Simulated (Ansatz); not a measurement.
**Cl₂H₂SeSn: basis-set convergence**

An exercise on one series of results from a longer session: the logs are not shown, and one member is left open.

Computed with Ansatz 0.2.0, Gaussian basis. Level: one geometry, several basis sets.

Levels to be run: PBE0-D4/def2-SVP; ωB97M-V/def2-SVP; PBE0-D4/def2-QZVPP; ωB97M-V/def2-QZVPP; the functionals' def2-TZVPP values are taken from earlier runs.

**The geometry**

An earlier PBE0-D4 in a triple-zeta def2 set relaxation fixed the geometry. Sn takes the def2 core potential; no spin-orbit term is included.

6 atoms, charge 0, spin multiplicity 1.

Atoms are counted from 1 here; the program's logs count them from 0.

Bond lengths: Cl1–Sn2 2.318 Å, Sn2–Cl3 2.312 Å, Sn2–Se4 2.502 Å, Sn2–H5 1.699 Å, Se4–H6 1.471 Å. Angles: Cl1–Sn2–Cl3 107.3°, Cl1–Sn2–Se4 110.2°, Cl1–Sn2–H5 107.2°, Cl3–Sn2–Se4 105.2°, Cl3–Sn2–H5 109.4°, Se4–Sn2–H5 117.3°, Sn2–Se4–H6 90.6°.

The first run:

in.yaml reads:

```yaml
crystal:
  periodic: [false, false, false]
  atoms:
    - {symbol: Cl, position_ang: [-1.054998, -1.652826, 1.325748]}
    - {symbol: Sn, position_ang: [0.401957, -0.212568, 0.241275]}
    - {symbol: Cl, position_ang: [1.970028, -1.514556, -0.849962]}
    - {symbol: Se, position_ang: [-0.798530, 1.023989, -1.573142]}
    - {symbol: H, position_ang: [1.173815, 0.713663, 1.437721]}
    - {symbol: H, position_ang: [-1.692263, 1.642307, -0.581649]}
basis:
  gaussian: {orbitals: def2-SVP}
hamiltonian: {xc: pbe0, dispersion: d4}
output: {orbitals: {seedname: orbitals}}
```

Steps of the session up to this table: PBE0-D4 in def2-SVP; ωB97M-V in def2-SVP; PBE0-D4 in def2-QZVPP; ωB97M-V in def2-QZVPP.

One table of the session follows, with a row left open; its other results are not shown here.

It belongs to the step «Density functionals: the series». 

| functional | basis | HOMO (eV) | LUMO (eV) |
| --- | --- | --- | --- |
| PBE0-D4 | def2-SVP | ? | ? |
| PBE0-D4 | def2-TZVPP | -7.73 | -2.08 |
| PBE0-D4 | def2-QZVPP | -7.75 | -2.12 |
| ωB97M-V | def2-SVP | -9.74 | 0.16 |
| ωB97M-V | def2-TZVPP | -9.89 | -0.13 |
| ωB97M-V | def2-QZVPP | -9.91 | -0.23 |

**Question.** Estimate the row for PBE0-D4, def2-SVP.

**Answer.** HOMO (eV): -7.61; LUMO (eV): -1.90. In the column «HOMO (eV)» it is the highest.
